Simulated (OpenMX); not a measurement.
Sheet: Co, a sheet with vacuum.

```
Co
1.0
     2.34715    0.00000    0.00000
    -1.17358    2.03269    0.00000
     0.00000    0.00000   23.80000
Co
1
Direct
  0.00000 0.00000 0.29412
```

The cell was built by a generator and needn't be a form met in nature.

Base run:

| Item | Value |
| --- | --- |
| Program | OpenMX 3.8.5 |
| Functional | PBE |
| Potentials or basis | OpenMX 2013 PBE set, Co6.0H-s3p2d2, grid cutoff 500 Ry |
| k mesh | 13 × 13 × 1 |
| Occupations | fermi-dirac, width 0.05 eV |
| Spin | collinear spin, ferromagnetic start |
| Starting moments | [2.0] μB |

Its results: band gap on the k mesh none (metal or under the smearing width); net moment 1.74 μB per cell.

**Question.** The run is repeated on the same cell with these changes: spin from collinear spin, ferromagnetic start to collinear spin, zero start; moments at the start from [2.0] to [0.0]. What comes out?

**Answer.** Band gap on the k mesh none (metal or under the smearing width); net moment 0.00 μB per cell.

Caveats: no basis functions reach into the vacuum, so the work function isn't listed; the basis of atomic orbitals isn't converged, which shifts pressures, moduli and gaps.
